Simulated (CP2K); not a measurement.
# BiTe (Fm-3m) in CP2K: further runs, part 2 of 2

CP2K 2026.2. Earlier steps stand in the parts before.

### Step 3. Single point, PBEsol

Contents of bite_scf.inp:

```
&GLOBAL
  PROJECT bite_scf
  RUN_TYPE ENERGY_FORCE
  PRINT_LEVEL LOW
&END GLOBAL
&FORCE_EVAL
  METHOD QS
  STRESS_TENSOR ANALYTICAL
  &DFT
    BASIS_SET_FILE_NAME BASIS_MOLOPT_UZH
    POTENTIAL_FILE_NAME POTENTIAL_UZH
    &MGRID
      CUTOFF 450
      REL_CUTOFF 60
      NGRIDS 5
    &END MGRID
    &QS
      METHOD GPW
      EPS_DEFAULT 1.0E-10
    &END QS
    &KPOINTS
      SCHEME MONKHORST-PACK 7 7 7
      GAMMA_CENTERED T
      SYMMETRY T
      SYMMETRY_BACKEND SPGLIB
    &END KPOINTS
    &SCF
      SCF_GUESS ATOMIC
      EPS_SCF 1.0E-6
      MAX_SCF 100
      ADDED_MOS 10
      CHOLESKY OFF
      EPS_EIGVAL 1.0E-7
      &DIAGONALIZATION ON
        ALGORITHM STANDARD
      &END DIAGONALIZATION
      &MIXING ON
        METHOD BROYDEN_MIXING
        ALPHA 0.4
        BETA 1.5
        NBUFFER 8
      &END MIXING
      &SMEAR ON
        METHOD GAUSSIAN
        SIGMA [eV] 0.1
      &END SMEAR
    &END SCF
    &XC
      &XC_FUNCTIONAL
        &GGA_X_PBE_SOL
        &END GGA_X_PBE_SOL
        &GGA_C_PBE_SOL
        &END GGA_C_PBE_SOL
      &END XC_FUNCTIONAL
    &END XC
    &PRINT
      &KPOINTS ON
      &END KPOINTS
      &MULLIKEN ON
      &END MULLIKEN
      &MO ON
        ENERGIES T
        OCCUPATION_NUMBERS T
        &EACH
          QS_SCF 0
        &END EACH
        ADD_LAST NUMERIC
      &END MO
      &E_DENSITY_CUBE ON
        STRIDE 1
      &END E_DENSITY_CUBE
      &V_HARTREE_CUBE ON
        STRIDE 1
      &END V_HARTREE_CUBE
      &ELF_CUBE ON
        STRIDE 1
      &END ELF_CUBE
    &END PRINT
  &END DFT
  &SUBSYS
    &CELL
      A 4.5749808743 0.0000000000 0.0000000000
      B 2.2874904371 3.9620496590 0.0000000000
      C 2.2874904371 1.3206832197 3.7354562417
      PERIODIC XYZ
    &END CELL
    &COORD
      Bi  0.0000000000 0.0000000000 0.0000000000
      Te  4.5749808743 2.6413664394 1.8677281209
    &END COORD
    &KIND Bi
      BASIS_SET TZVP-MOLOPT-PBE-GTH-q5
      POTENTIAL GTH-PBE-q5
    &END KIND
    &KIND Te
      BASIS_SET TZVP-MOLOPT-PBE-GTH-q6
      POTENTIAL GTH-PBE-q6
    &END KIND
    &PRINT
      &ATOMIC_COORDINATES ON
      &END ATOMIC_COORDINATES
      &CELL ON
      &END CELL
      &SYMMETRY ON
      &END SYMMETRY
    &END PRINT
  &END SUBSYS
  &PRINT
    &FORCES ON
    &END FORCES
    &STRESS_TENSOR ON
    &END STRESS_TENSOR
  &END PRINT
&END FORCE_EVAL
```

Potentials or basis: POTENTIAL_UZH Bi GTH-PBE-q5, Te GTH-PBE-q6; TZVP-MOLOPT-PBE-GTH basis.

Started as:

```bash
$ OMP_NUM_THREADS=1 cp2k.psmp -i bite_scf.inp -o bite_scf.out
```

bite_scf.out:

```text

 CP2K| version string:                                       CP2K version 2026.2
 CP2K| Input file name                                              bite_scf.inp

 GLOBAL| Force Environment number                                              1
 GLOBAL| Basis set file name                                    BASIS_MOLOPT_UZH
 GLOBAL| Potential file name                                       POTENTIAL_UZH
 GLOBAL| MM Potential file name                                     MM_POTENTIAL
 GLOBAL| Coordinate file name                                      __STD_INPUT__
 GLOBAL| Method name                                                        CP2K
 GLOBAL| Project name                                                   bite_scf
 GLOBAL| Run type                                                   ENERGY_FORCE
 GLOBAL| FFT library                                                       FFTW3
[... 8 lines left out ...]
 GLOBAL| CPU model name                                                  UNKNOWN

 CELL| Volume [angstrom^3]:                                            67.710006
 CELL| Vector a [angstrom]:       4.575     0.000     0.000   |a| =     4.574981
 CELL| Vector b [angstrom]:       2.287     3.962     0.000   |b| =     4.574981
 CELL| Vector c [angstrom]:       2.287     1.321     3.735   |c| =     4.574981
 CELL| Angle (b,c), alpha [degree]:                                    60.000000
 CELL| Angle (a,c), beta  [degree]:                                    60.000000
 CELL| Angle (a,b), gamma [degree]:                                    60.000000
 CELL| Numerically orthorhombic:                                              NO
 CELL| Periodicity                                                           XYZ

 CELL_REF| Volume [angstrom^3]:                                        67.710006
 CELL_REF| Vector a [angstrom     4.575     0.000     0.000   |a| =     4.574981
[... 450 lines left out ...]
 MO|     16               0.771180              20.984886               0.000000
 MO| Sum:                                                              10.015220
 MO| E(Fermi):            0.185191 a.u.          5.039293 eV

 [... the levels of further k-points ...]

 The electron density is written in Cube    file format to the file:

 bite_scf-ELECTRON_DENSITY-1_0.cube

 !-----------------------------------------------------------------------------!
                     Mulliken Population Analysis

 #  Atom  Element  Kind  Atomic population                           Net charge
       1     Bi       1          4.725936                              0.274064
       2     Te       2          6.274064                             -0.274064
 # Total charge                             11.000000                  0.000000

 !-----------------------------------------------------------------------------!

               ----- ELF is computed on the real space grid -----

 ELF is written in Cube    file format to the file:

 bite_scf-ELF_S1-1_0.cube

 ENERGY| Total FORCE_EVAL ( QS ) energy [hartree]            -13.629508067389807

 FORCES| Atomic forces [hartree/bohr]
 FORCES|   Atom     x               y               z               |f|
 FORCES|      1 -2.32130597E-12 -2.07203309E-12 -1.71475914E-12   3.55277095E-12
 FORCES|      2  1.27629157E-12  1.66203309E-12  1.46008046E-12   2.55403780E-12
 FORCES| Sum    -1.04501441E-12 -4.09999999E-13 -2.54678680E-13
 FORCES| Total atomic force                                       1.15109354E-12

 STRESS| Analytical stress tensor [bar]
 STRESS|                        x                   y                   z
 STRESS|      x        2.96519290859E+03  -5.94288290707E-02   8.29469919639E-02
 STRESS|      y       -5.94288290707E-02   2.96497909799E+03  -5.62023958360E-02
 STRESS|      z        8.29469919639E-02  -5.62023958360E-02   2.96507704156E+03
 STRESS| 1/3 Trace                                             2.96508301605E+03
 STRESS| Determinant                                           2.60681715504E+10

 STRESS| Eigenvectors and eigenvalues of the analytical stress tensor [bar]
 STRESS|                        1                   2                   3
 STRESS| Eigenvalues   2.96495130308E+03   2.96503925965E+03   2.96525848541E+03
 STRESS|      x           0.111545980099     -0.530749048769      0.840156498251
 STRESS|      y           0.932591740934     -0.236121220591     -0.272982442527
 STRESS|      z           0.343263949556      0.813973105463      0.468633806418
```

It took 18 s on 1 thread of Arm Neoverse V2, shared host; peak memory 0.3 GiB.

Results:

* Free energy: -370.8778 eV
* Pressure: 0.3 GPa
* Band gap on the k mesh: none (metal or under the smearing width)
* Mulliken charges: Bi +0.27; Te -0.27 e

Levels at points of the mesh, in eV from the Fermi level:
```
           k point  band 3  band 4  band 5  band 6  band 7  band 8
(0.00, 0.00, 0.00)   -2.57   -2.57   -2.57    2.28    2.28    2.28
```

Caveat: Mulliken charges move with the basis; the potentials were made for another functional, which shifts forces and pressure; spin-orbit coupling is left out, which moves the levels of the heavy elements; the basis of atomic orbitals isn't converged, which shifts pressures, moduli and gaps.
